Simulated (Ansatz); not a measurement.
# ClH₅OSi₂: how energies converge with the basis set

How large a basis does ClH₅OSi₂ need? Two functionals are run in growing sets.

Program: Ansatz 0.2.0, Gaussian basis. Level of theory: one geometry, several basis sets. These are calculated values, not measurements.

The runs, in order: PBE0-D4/def2-SVP; ωB97M-V/def2-SVP; PBE0-D4/def2-QZVPP; ωB97M-V/def2-QZVPP; the functionals' def2-TZVPP values are taken from earlier runs.

## 1. The relaxed structure

The geometry comes from an earlier relaxation with PBE0-D4 in a triple-zeta def2 set; it is a stationary point, not always the lowest conformer.

SMILES `O[SiH2][SiH2]Cl`, 9 atoms, charge 0, spin multiplicity 1.

Atoms are counted from 1 here; the program's logs count them from 0.

Bond lengths: O1–Si2 1.649 Å, O1–H5 0.960 Å, Si2–Si3 2.349 Å, Si2–H6 1.483 Å, Si2–H7 1.490 Å, Si3–Cl4 2.078 Å, Si3–H8 1.485 Å, Si3–H9 1.485 Å. Angles: Si2–O1–H5 116.5°, O1–Si2–Si3 108.5°, O1–Si2–H6 106.8°, O1–Si2–H7 112.2°, Si3–Si2–H6 112.3°, Si3–Si2–H7 108.1°, H6–Si2–H7 109.0°, Si2–Si3–Cl4 104.0°, Si2–Si3–H8 114.2°, Si2–Si3–H9 114.4°, Cl4–Si3–H8 107.0°, Cl4–Si3–H9 107.7°, H8–Si3–H9 109.0°.

## 2. PBE0-D4 in def2-SVP

Contents of in.yaml:

```yaml
crystal:
  periodic: [false, false, false]
  atoms:
    - {symbol: O, position_ang: [-1.940579, 0.469008, -0.094356]}
    - {symbol: Si, position_ang: [-0.430837, 0.947005, 0.365318]}
    - {symbol: Si, position_ang: [1.118907, -0.645475, -0.395368]}
    - {symbol: Cl, position_ang: [0.206885, -2.468787, 0.006870]}
    - {symbol: H, position_ang: [-2.151999, -0.459109, 0.028638]}
    - {symbol: H, position_ang: [-0.204491, 2.284689, -0.234699]}
    - {symbol: H, position_ang: [-0.300366, 1.050623, 1.846354]}
    - {symbol: H, position_ang: [1.369763, -0.599223, -1.858146]}
    - {symbol: H, position_ang: [2.421217, -0.625130, 0.318390]}
basis:
  gaussian: {orbitals: def2-SVP}
hamiltonian: {xc: pbe0, dispersion: d4}
output: {orbitals: {seedname: orbitals}}
```

The runs that follow: ωB97M-V in def2-SVP; PBE0-D4 in def2-QZVPP; ωB97M-V in def2-QZVPP.

Before running them: what should the planned runs give, taken together? Wanted: PBE0-D4: double and triple zeta above quadruple; ωB97M-V: double and triple zeta above quadruple.

As calculated:

```
                                       quantity           value
PBE0-D4: double and triple zeta above quadruple  13.77, 1.04 eV
ωB97M-V: double and triple zeta above quadruple  13.77, 0.98 eV
```

PBE0-D4 gains 12.73 eV from double to triple zeta, then 1.04 eV more. These are total energies; as a rule much of such shifts cancels in differences, which this series doesn't test. The LUMO of ωB97M-V is positive and keeps falling with the basis (1.26 to 0.55 eV): an unbound level that the basis holds in place.
